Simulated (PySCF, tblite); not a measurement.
# C₇H₉ClF₂: geometry, infrared bands and NMR shifts

Wanted: the infrared bands and NMR shifts of C₇H₉ClF₂ (`C=CC/C(=C/Cl)CC(F)F`), by calculation.

The runs use tblite 0.8.0 and PySCF 2.14.0, with density-fitted response routines of our own; the level of theory stands in each step. All values are computed, except where a source is named. Atoms count from 0, in the outputs and in this text.

### 1 The starting structure

19 atoms, charge 0, multiplicity 1; geometry from: force field or distance geometry start.

Bonds of the start (Å): C0–C1 1.34, C1–C2 1.49, C2–C3 1.51, C3–C4 1.35, C4–Cl5 1.71, C3–C6 1.52, C6–C7 1.52, C7–F8 1.36, C7–F9 1.36, C0–H10 1.07, C0–H11 1.09, C1–H12 1.10, C2–H13 1.10, C2–H14 1.11, C4–H15 1.08, C6–H16 1.10, C6–H17 1.10, C7–H18 1.10.

### 2 Optimising the geometry with GFN2-xTB

Job settings and geometry (Å):

```
{"job": {"kind": "relax", "xc": "GFN2-xTB", "basis": "xTB"}, "charge": 0, "multiplicity": 1}
C      2.655300     0.549400    -0.957200
C      1.832900    -0.491800    -0.764300
C      0.381300    -0.510800    -1.079700
C     -0.480800    -0.715500     0.141500
C     -1.074700    -1.911200     0.364700
Cl    -2.104000    -2.287400     1.673700
C     -0.617500     0.469100     1.081600
C     -1.719100     1.431900     0.682100
F     -1.400500     2.041900    -0.486800
F     -1.837700     2.407200     1.615600
H      3.698200     0.496100    -0.704600
H      2.275900     1.482500    -1.371400
H      2.251600    -1.408800    -0.327400
H      0.202600    -1.307500    -1.817500
H      0.066500     0.428900    -1.581200
H     -0.975000    -2.755800    -0.299100
H      0.332000     1.016200     1.133900
H     -0.797900     0.131700     2.115600
H     -2.698900     0.943300     0.573100
```

Command:

```
> OMP_NUM_THREADS=1 python probes_run.py task.json out
```

The driver reads the jobs from task.json and runs them one after another.

**Question.** This job is followed by: GFN2-xTB harmonic vibrations, gas phase; GIAO PBE0/pcSseg-1 NMR shielding, non-relativistic, gas phase. Predict these results of the whole session: strongest single infrared mode (GFN2-xTB); zero-point energy (GFN2-xTB); ¹³C shifts against TMS (PBE0/pcSseg-1); ¹H shifts against TMS (PBE0/pcSseg-1, means over atoms taken as alike); ³⁵Cl shifts against HCl (PBE0/pcSseg-1); ¹⁹F shifts against CFCl3 (PBE0/pcSseg-1, means over atoms taken as alike); surface potential, 1st and 99th percentile.

The runs gave:

| quantity | value |
| --- | --- |
| strongest single infrared mode (GFN2-xTB) | 1031 cm⁻¹, 150 km/mol |
| zero-point energy (GFN2-xTB) | 89.0 kcal/mol |
| ¹³C shifts against TMS (PBE0/pcSseg-1) | 144.8, 144.4, 129.2, 126.5, 122.5, 46.5, 38.4 ppm |
| ¹H shifts against TMS (PBE0/pcSseg-1, means over atoms taken as alike) | 6.28, 6.13, 5.84, 5.62, 5.53, 3.02, 2.88 ppm |
| ³⁵Cl shifts against HCl (PBE0/pcSseg-1) | 189 ppm |
| ¹⁹F shifts against CFCl3 (PBE0/pcSseg-1, means over atoms taken as alike) | -131.7 ppm |
| surface potential, 1st and 99th percentile | -0.86 V and 1.23 V |

Relaxing lowered the energy by 0.123 eV in 78 steps; the close pair that moved most is C3–C4, from 1.354 to 1.326 Å. All 51 modes are real, so the xTB geometry is a minimum. GFN2-xTB is a fitted tight-binding method: band positions and strengths are rough. Its intensities can rank the bands wrongly. At PBE0/pcSseg-1: The largest span, 398 ppm, is at Cl5, where the paramagnetic term is -386 ppm. At PBE0/pcSseg-1, counted by nearest atom on the grid, the HOMO lies on Cl5 26 %; C3, C4 about 26 % each, the LUMO on C3, C4 about 22 % each; C0, C1 about 11 % each.
